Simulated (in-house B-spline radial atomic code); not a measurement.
**Dy⁴⁶⁺: excited configurations in jj coupling**

How much energy does it take to promote electrons of Dy⁴⁶⁺ to other shells? Each configuration is solved by itself and compared with the reference.

Program: in-house B-spline radial atomic code version 1. Level of theory: Dirac-Hartree-Fock, average of configuration, Fermi nucleus, basis-set limit. These are calculated values, not measurements, unless marked.

## Step 1: The atom as given

* element: dysprosium (Z = 66)
* charge: +46
* electrons: 20
* configuration: 1s2 2s2 2p6 3s2 3p6 3d-2
* Hamiltonian: Dirac-Coulomb
* nucleus: Fermi, rms radius 5.222 fm

In configurations, a minus sign after the shell means j = l − 1/2 and a plus sign j = l + 1/2; the count of electrons follows.

Settings, as recorded:

```ini
Z = 66
electrons = 20.0
configuration = 1s2 2s2 2p6 3s2 3p6 3d-2
hamiltonian = dirac
method = hf
spin_polarised = False
nucleus = fermi
rms_radius = 5.2218
mass_number = 164
atomic_mass = 163.929180819
speed_of_light = 137.035999084
```

The reference is known from an earlier run: -10312.659685 hartree in all. Up to eight levels, counted from the top:

```tsv
orbital	occupation	energy (eV)	<r> (bohr)
1s1/2	2	-56948.5	0.02111
2s1/2	2	-11886.8	0.08838
2p1/2	2	-11446.5	0.07380
2p3/2	4	-10622.1	0.08053
3s1/2	2	-4470.56	0.2195
3p1/2	2	-4294.48	0.2081
3p3/2	4	-4082.25	0.2191
3d3/2	2	-3852.52	0.1893
```

## Step 2: Run with 1s2 2s2 2p6 3s2 3p-2 3p+3 3d-1 3d+1 4f-1

Settings, as recorded:

```ini
Z = 66
electrons = 20.0
configuration = 1s2 2s2 2p6 3s2 3p-2 3p+3 3d-1 3d+1 4f-1
hamiltonian = dirac
method = hf
spin_polarised = False
nucleus = fermi
rms_radius = 5.2218
mass_number = 164
atomic_mass = 163.929180819
speed_of_light = 137.035999084
```

## Step 3: Configuration 1s2 2s2 2p6 3s2 3p6 3d+1 6s1

Changes to the settings of step 2:

```diff
@@ -2,3 +2,3 @@
 electrons = 20.0
-configuration = 1s2 2s2 2p6 3s2 3p-2 3p+3 3d-1 3d+1 4f-1
+configuration = 1s2 2s2 2p6 3s2 3p6 3d+1 6s1
 hamiltonian = dirac
```

## Step 4: Run with 1s2 2s2 2p6 3s2 3p-1 3p+4 3d-2 5s1

Changes to the settings of step 3:

```diff
@@ -2,3 +2,3 @@
 electrons = 20.0
-configuration = 1s2 2s2 2p6 3s2 3p6 3d+1 6s1
+configuration = 1s2 2s2 2p6 3s2 3p-1 3p+4 3d-2 5s1
 hamiltonian = dirac
```

## Step 5: 1s2 2s2 2p6 3s2 3p6 3d-1 6f-1

Changes to the settings of step 4:

```diff
@@ -2,3 +2,3 @@
 electrons = 20.0
-configuration = 1s2 2s2 2p6 3s2 3p-1 3p+4 3d-2 5s1
+configuration = 1s2 2s2 2p6 3s2 3p6 3d-1 6f-1
 hamiltonian = dirac
```

## Step 6: 1s2 2s2 2p6 3s2 3p-2 3p+3 3d-2 5f-1

Changes to the settings of step 5:

```diff
@@ -2,3 +2,3 @@
 electrons = 20.0
-configuration = 1s2 2s2 2p6 3s2 3p6 3d-1 6f-1
+configuration = 1s2 2s2 2p6 3s2 3p-2 3p+3 3d-2 5f-1
 hamiltonian = dirac
```

## Step 7: Configuration 1s2 2s2 2p6 3s2 3p6 3d+2

Changes to the settings of step 6:

```diff
@@ -2,3 +2,3 @@
 electrons = 20.0
-configuration = 1s2 2s2 2p6 3s2 3p-2 3p+3 3d-2 5f-1
+configuration = 1s2 2s2 2p6 3s2 3p6 3d+2
 hamiltonian = dirac
```

## Step 8: Configuration 1s2 2s2 2p6 3s2 3p6 3d-1 3d+1

Changes to the settings of step 7:

```diff
@@ -2,3 +2,3 @@
 electrons = 20.0
-configuration = 1s2 2s2 2p6 3s2 3p6 3d+2
+configuration = 1s2 2s2 2p6 3s2 3p6 3d-1 3d+1
 hamiltonian = dirac
```

Before running: How far above the reference does each configuration lie (order and size, in eV)?

As calculated:

| net move | configuration | energy above the reference (eV) | with Breit, QED, recoil (eV) | largest <r> (bohr) |
| --- | --- | --- | --- | --- |
| 3d3/2 → 3d5/2 | 1s2 2s2 2p6 3s2 3p6 3d-1 3d+1 | 46.637 | 45.295 | 0.219 |
| 2×3d3/2 → 2×3d5/2 | 1s2 2s2 2p6 3s2 3p6 3d+2 | 90.911 | 88.636 | 0.219 |
| 3d3/2, 3p3/2 → 3d5/2, 4f5/2 | 1s2 2s2 2p6 3s2 3p-2 3p+3 3d-1 3d+1 4f-1 | 2191.64 | 2186.34 | 0.362 |
| 3p3/2 → 5f5/2 | 1s2 2s2 2p6 3s2 3p-2 3p+3 3d-2 5f-1 | 2843.93 | 2839.96 | 0.646 |
| 3p1/2 → 5s | 1s2 2s2 2p6 3s2 3p-1 3p+4 3d-2 5s1 | 2885.44 | 2880.24 | 0.683 |
| 2×3d3/2 → 3d5/2, 6s | 1s2 2s2 2p6 3s2 3p6 3d+1 6s1 | 2945.55 | 2942.42 | 1.01 |
| 3d3/2 → 6f5/2 | 1s2 2s2 2p6 3s2 3p6 3d-1 6f-1 | 2994.92 | 2992.31 | 0.992 |

**Reading.** The energies run from 46.637 eV (3d3/2 → 3d5/2) to 2994.92 eV (3d3/2 → 6f5/2). These are averages over configurations, without correlation, not spectroscopic levels.
